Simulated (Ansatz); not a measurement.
# LuI3: the cost of one run

Computed with Ansatz 0.2.0 through its Python package. The levels of theory stand in the script.

**1. The system**

The structure is hexagonal, space group P6_3/mmc (No. 194). Conventional cell: a = 11.125 Å, b = 11.125 Å, c = 3.915 Å, α = 90.00°, β = 90.00°, γ = 120.00°. Lu (site symmetry -6m2) has 6 I at 3.00 Å as nearest neighbours. I (site symmetry mm2) has 2 Lu at 3.00 Å as nearest neighbours.

No structure file is read: the coordinates are typed or built in the script.

**2. The code**

run_terms.py

```python
"""Dispersion, smearing and cutoff parts of the energy of LuI3."""

import warnings

import ansatz as az
import numpy as np

KGRID = (3, 3, 6)
SMEARING = "fixed"


def main() -> None:
    warnings.simplefilter("ignore", az.DeckWarning)

    vectors = np.array([
        [11.125315, 0.0, 0.0],
        [-5.562658, 9.634805, 0.0],
        [0.0, 0.0, 3.915346],
    ])
    crystal = (
        az.Lattice.of(vectors)
        .atom("Lu", (1 / 3, 2 / 3, 0.75))
        .atom("Lu", (2 / 3, 1 / 3, 0.25))
        .atom("I", (0.21568, 0.43136, 0.25))
        .atom("I", (0.56864, 0.78432, 0.25))
        .atom("I", (0.21568, 0.78432, 0.25))
        .atom("I", (0.78432, 0.56864, 0.75))
        .atom("I", (0.43136, 0.21568, 0.75))
        .atom("I", (0.78432, 0.21568, 0.75))
    )

    setup = crystal.calculation().kpoints(*KGRID).occupations(SMEARING)
    with_term = setup.functional("pbesol", dispersion="d3bj").basis(380).cutoff_correction(530).run(threads=1, backend="cpu").report
    without = setup.functional("pbesol").basis(380).run(threads=1, backend="cpu").report
    finer = setup.functional("pbesol").basis(530).run(threads=1, backend="cpu").report
    removed = az.free_energy_without(with_term, az.EnergyTerm.DISPERSION)
    print(f"dispersion term            {with_term['components']['e_disp']:.5f} eV")
    print(f"F less dispersion          {removed:.5f} eV, run without it {without['free_energy_ev']:.5f} eV")
    print(f"F less smearing term       {az.free_energy_without(without, az.EnergyTerm.SMEARING):.5f} eV")
    print(f"estimated gain to 530 eV   {with_term['cutoff_correction']['energy_ev']:.5f} eV, found {finer['free_energy_ev'] - without['free_energy_ev']:.5f} eV")


if __name__ == "__main__":
    main()
```

**3. What the engine is handed**

The package turns the script's settings into the engine's input (first run):

```yaml
crystal:
  lattice:
    - [11.125315, 0.0, 0.0]
    - [-5.562658, 9.634805, 0.0]
    - [0.0, 0.0, 3.915346]
  atoms:
    - { symbol: Lu, position: [0.3333333333333333, 0.6666666666666666, 0.75] }
    - { symbol: Lu, position: [0.6666666666666666, 0.3333333333333333, 0.25] }
    - { symbol: I, position: [0.21568, 0.43136, 0.25] }
    - { symbol: I, position: [0.56864, 0.78432, 0.25] }
    - { symbol: I, position: [0.21568, 0.78432, 0.25] }
    - { symbol: I, position: [0.78432, 0.56864, 0.75] }
    - { symbol: I, position: [0.43136, 0.21568, 0.75] }
    - { symbol: I, position: [0.78432, 0.21568, 0.75] }
basis:
  ecutwfc: 380.0
kpoints:
  mp_grid:
    grid: [3, 3, 6]
hamiltonian:
  xc: pbesol
  dispersion: d3bj
scf:
  occupations:
    method: fixed
output:
  cutoff_correction: 530.0
```

**4. The run**

On the command line:

```sh
$ python run_terms.py
```

**Question.** How long does this script take on 1 thread of Arm Neoverse V2, shared host, and how much memory does it need?

About 69 s, with a peak of 1 GiB.
